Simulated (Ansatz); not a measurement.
**HgPd: properties at the relaxed cell**

Aim: for HgPd, fit an equation of state.

Method: DFT r2SCAN, scalar-relativistic, plane waves, PAW, in Ansatz 0.2.0.

## 1. The starting structure

The structure is tetragonal, space group P4/mmm (No. 123). Conventional cell: a = 3.043 Å, b = 3.043 Å, c = 3.775 Å, α = 90.00°, β = 90.00°, γ = 90.00°. Hg (site symmetry 4/mmm) has 8 Pd at 2.86 Å and 4 Hg at 3.04 Å in its first shell of neighbours. Around Pd (site symmetry 4/mmm) lie 8 Hg at 2.86 Å and 4 Pd at 3.04 Å.

Structure file:

```cif
data_structure
_symmetry_space_group_name_H-M 'P4/mmm'
_symmetry_Int_Tables_number 123
_cell_length_a 3.0430
_cell_length_b 3.0430
_cell_length_c 3.7752
_cell_angle_alpha 90.000
_cell_angle_beta 90.000
_cell_angle_gamma 90.000
_cell_volume 34.96
loop_
_atom_site_label
_atom_site_type_symbol
_atom_site_symmetry_multiplicity
_atom_site_Wyckoff_symbol
_atom_site_fract_x
_atom_site_fract_y
_atom_site_fract_z
_atom_site_occupancy
Hg1 Hg 1 a 0.00000 0.00000 0.00000 1
Pd1 Pd 1 d 0.50000 0.50000 0.50000 1
```

It is the result of an earlier relaxation at this level (volume 17.48 Å³/atom; gap on the mesh: none (metal)).

## 2. Volume × 0.97

The input, input.yaml:

```yaml
crystal:
  lattice:
    - [3.0123021025, 0.0, 0.0]
    - [0.0, 3.0123021025, 0.0]
    - [0.0, 0.0, 3.7370563445]
  atoms:
    - { symbol: Hg, position: [0.0, 0.0, 0.0] }
    - { symbol: Pd, position: [0.5, 0.5, 0.5] }
basis:
  ecutwfc: 500
kpoints:
  mp_grid: { grid: [14, 14, 12] }
hamiltonian:
  xc: r2scan
scf:
  occupations: { method: gaussian, width: 0.1 }
output:
  forces: true
  stress: true
  eigenvalues: true
relax:
  adjacent_minimum: "off"
  f_tol: 0.01
  max_steps: 30
  cell: { stress_tol: 0.1, fix: [volume] }
```

The run is started by

```console
$ ansatz run input.yaml --threads 1 --pin off --max-ram 2560MiB --backend cpu --events-out ev --progress --plain --runs-dir out
```

## 3. The cell scaled to 1.03 of its volume

input.yaml: that of step 2 with these lines changed.

```diff
@@ -2,5 +2,5 @@
   lattice:
-    - [3.0123021025, 0.0, 0.0]
-    - [0.0, 3.0123021025, 0.0]
-    - [0.0, 0.0, 3.7370563445]
+    - [3.0731730905, 0.0, 0.0]
+    - [0.0, 3.0731730905, 0.0]
+    - [0.0, 0.0, 3.8125727781]
   atoms:
```

## 4. Volume × 0.94

input.yaml: that of step 3 with these lines changed.

```diff
@@ -2,5 +2,5 @@
   lattice:
-    - [3.0731730905, 0.0, 0.0]
-    - [0.0, 3.0731730905, 0.0]
-    - [0.0, 0.0, 3.8125727781]
+    - [2.9809216736, 0.0, 0.0]
+    - [0.0, 2.9809216736, 0.0]
+    - [0.0, 0.0, 3.6981258431]
   atoms:
```

## 5. The cell scaled to 1.06 of its volume

input.yaml: that of step 4 with these lines changed.

```diff
@@ -2,5 +2,5 @@
   lattice:
-    - [2.9809216736, 0.0, 0.0]
-    - [0.0, 2.9809216736, 0.0]
-    - [0.0, 0.0, 3.6981258431]
+    - [3.1027246446, 0.0, 0.0]
+    - [0.0, 3.1027246446, 0.0]
+    - [0.0, 0.0, 3.8492343807]
   atoms:
```

## 6. Volume × 0.91

input.yaml: that of step 5 with these lines changed.

```diff
@@ -2,5 +2,5 @@
   lattice:
-    - [3.1027246446, 0.0, 0.0]
-    - [0.0, 3.1027246446, 0.0]
-    - [0.0, 0.0, 3.8492343807]
+    - [2.948866268, 0.0, 0.0]
+    - [0.0, 2.948866268, 0.0]
+    - [0.0, 0.0, 3.658357967]
   atoms:
```

## 7. Point at V/V0 = 1.10

input.yaml: that of step 6 with these lines changed.

```diff
@@ -2,5 +2,5 @@
   lattice:
-    - [2.948866268, 0.0, 0.0]
-    - [0.0, 2.948866268, 0.0]
-    - [0.0, 0.0, 3.658357967]
+    - [3.1412717494, 0.0, 0.0]
+    - [0.0, 3.1412717494, 0.0]
+    - [0.0, 0.0, 3.8970558466]
   atoms:
```

## 8. Point at V/V0 = 0.88

input.yaml: that of step 7 with these lines changed.

```diff
@@ -2,5 +2,5 @@
   lattice:
-    - [3.1412717494, 0.0, 0.0]
-    - [0.0, 3.1412717494, 0.0]
-    - [0.0, 0.0, 3.8970558466]
+    - [2.916098375, 0.0, 0.0]
+    - [0.0, 2.916098375, 0.0]
+    - [0.0, 0.0, 3.6177061804]
   atoms:
```

(Steps that only read results are left out.)

Q: Predict the outcome of this session. Wanted: equilibrium volume of the fit; bulk modulus.

As calculated:

| quantity | value |
| --- | --- |
| equilibrium volume of the fit | 17.48 Å³/atom |
| bulk modulus | 129 GPa |
| its pressure derivative | 5.8 |

The fit puts the minimum at 17.48 Å³/atom with B = 129 GPa and B' = 5.8. The runs treat Hg without spin-orbit coupling.
